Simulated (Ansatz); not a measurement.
# Si6H12: up Jacob's ladder to CCSD(T)

Aim: compute Si6H12 with functionals from several rungs and with coupled cluster, and see how far each lands from CCSD(T) at the basis-set limit for the atomisation energy.

Program: Ansatz 0.2.0, Gaussian basis. Level of theory: functionals in def2-TZVPP, the program's frozen cores in correlated methods. These are calculated values, not measurements.

The runs, in order: LDA (SPW92), PBE-D4, revPBE-D4, BLYP-D4, r2SCAN-D4, B97M-V, PBE0-D4, B3LYP-D4, r2SCANh-D4, r2SCAN0-D4, HSE06-D4, BHLYP-D4, CAM-B3LYP-D4, LC-ωPBE, ωB97X-V, ωB97M-V, B2PLYP, PBE-QIDH; CCSD(T)/def2-SVP; CCSD(T)/def2-TZVPP; MP2/def2-QZVPP; extrapolation to the limit; RPA on PBE.

## 1. The geometry

The geometry comes from an earlier relaxation with PBE0-D4 in a triple-zeta def2 set; it is a stationary point, not always the lowest conformer.

SMILES `[SiH2]1[SiH2][SiH2][SiH2][SiH2][SiH2]1`, 18 atoms, charge 0, spin multiplicity 1.

Atoms are counted from 1 here; the program's logs count them from 0.

Bond lengths: Si1–Si2 2.345 Å, Si1–Si6 2.338 Å, Si1–H7 1.490 Å, Si1–H8 1.491 Å, Si2–Si3 2.345 Å, Si2–H9 1.490 Å, Si2–H10 1.490 Å, Si3–Si4 2.338 Å, Si3–H11 1.490 Å, Si3–H12 1.491 Å, Si4–Si5 2.345 Å, Si4–H13 1.490 Å, Si4–H14 1.491 Å, Si5–Si6 2.345 Å, Si5–H15 1.490 Å, Si5–H16 1.490 Å, Si6–H17 1.491 Å, Si6–H18 1.490 Å. Angles: Si2–Si1–Si6 108.1°, Si2–Si1–H7 110.7°, Si2–Si1–H8 109.0°, Si6–Si1–H7 112.4°, Si6–Si1–H8 108.5°, H7–Si1–H8 108.2°, Si1–Si2–Si3 110.2°, Si1–Si2–H9 109.3°, Si1–Si2–H10 109.8°, Si3–Si2–H9 109.9°, Si3–Si2–H10 109.3°, H9–Si2–H10 108.2°, Si2–Si3–Si4 108.1°, Si2–Si3–H11 110.7°, Si2–Si3–H12 109.0°, Si4–Si3–H11 112.4°, Si4–Si3–H12 108.5°, H11–Si3–H12 108.2° and more.

## 2. LDA

This LDA is Slater exchange with PW92 correlation.

The input, in.yaml:

```yaml
crystal:
  periodic: [false, false, false]
  atoms:
    - {symbol: Si, position_ang: [0.035459, 2.054713, -0.636045]}
    - {symbol: Si, position_ang: [2.075420, 0.972604, -0.226704]}
    - {symbol: Si, position_ang: [1.698581, -1.241758, 0.447261]}
    - {symbol: Si, position_ang: [-0.189750, -2.031282, -0.681910]}
    - {symbol: Si, position_ang: [-2.075025, -0.973339, 0.226990]}
    - {symbol: Si, position_ang: [-1.544483, 1.218624, 0.870261]}
    - {symbol: H, position_ang: [0.193631, 3.532074, -0.530131]}
    - {symbol: H, position_ang: [-0.414223, 1.732653, -2.020308]}
    - {symbol: H, position_ang: [2.817520, 1.706082, 0.837003]}
    - {symbol: H, position_ang: [2.907027, 0.976452, -1.463071]}
    - {symbol: H, position_ang: [2.903152, -2.080701, 0.194274]}
    - {symbol: H, position_ang: [1.416687, -1.261094, 1.910924]}
    - {symbol: H, position_ang: [-0.324914, -3.512171, -0.595261]}
    - {symbol: H, position_ang: [-0.071169, -1.657880, -2.120185]}
    - {symbol: H, position_ang: [-2.551548, -1.745918, 1.408615]}
    - {symbol: H, position_ang: [-3.171573, -0.939276, -0.781276]}
    - {symbol: H, position_ang: [-0.932933, 1.189696, 2.229419]}
    - {symbol: H, position_ang: [-2.771868, 2.060521, 0.930154]}
basis:
  gaussian: {orbitals: def2-TZVPP}
hamiltonian: {xc: lda}
output: {orbitals: {seedname: orbitals}}
```

Further steps of the session: PBE-D4 (GGA); revPBE-D4 (GGA); BLYP-D4 (GGA); r2SCAN-D4 (meta-GGA); B97M-V (meta-GGA); PBE0-D4 (hybrid); B3LYP-D4 (hybrid); r2SCANh-D4 (hybrid); r2SCAN0-D4 (hybrid); HSE06-D4 (hybrid); BHLYP-D4 (hybrid); CAM-B3LYP-D4 (range-separated); LC-ωPBE-D4 (range-separated); ωB97X-V (range-separated); ωB97M-V (range-separated); B2PLYP (double hybrid); PBE-QIDH (double hybrid); CCSD(T) in def2-SVP; CCSD(T) in def2-TZVPP; MP2 in def2-QZVPP; RPA on PBE orbitals.

Q: Predict the results of all the runs planned. Wanted: atomisation energy, CCSD(T)/CBS; farthest beyond LDA; mean size of error, GGA; mean size of error, meta-GGA; mean size of error, hybrid; mean size of error, range-separated; mean size of error, double hybrid; gap, smallest and largest; T1 diagnostic.

**Answer**, as computed:

```
                               quantity                                                               value
        atomisation energy, CCSD(T)/CBS                                                       5334.7 kJ/mol
 functionals within 26.7 kJ/mol (0.5 %)  r2SCAN-D4, B3LYP-D4, r2SCANh-D4, r2SCAN0-D4, CAM-B3LYP-D4, ωB97M-V
                    farthest beyond LDA                                              B2PLYP (-126.3 kJ/mol)
                mean size of error, GGA                                                         89.9 kJ/mol
           mean size of error, meta-GGA                                                         32.6 kJ/mol
             mean size of error, hybrid                                                         27.2 kJ/mol
    mean size of error, range-separated                                                         47.4 kJ/mol
      mean size of error, double hybrid                                                         97.6 kJ/mol
              gap, smallest and largest                           5.01 eV (LDA (SPW92)), 11.46 eV (LC-ωPBE)
                          T1 diagnostic                                                              0.0151
triples share of the correlation energy                                                               4.0 %
```

LDA overbinds by 524.6 kJ/mol (10 %). PBE-D4 misses by -57.3 kJ/mol. Double hybrids carry the basis error of their MP2 part in triple zeta, and no dispersion term here, so their miss is partly the set-up's. By mean error the best rung here is hybrid (27.2 kJ/mol) and the worst beyond LDA is double hybrid (97.6 kJ/mol). The gap between the best rungs is small, so their order is not settled. The reference freezes the cores and leaves out relativity and excitations past (T), so misses under about 26.7 kJ/mol can't be ranked. Hartree-Fock recovers 76 % of the binding; the rest is correlation. CCSD(T) in def2-SVP is off by -387.2 kJ/mol, so the small basis spoils what the method gains. The gap grows from 5.0 to 11.5 eV across the functionals, mostly with the share of exact exchange.
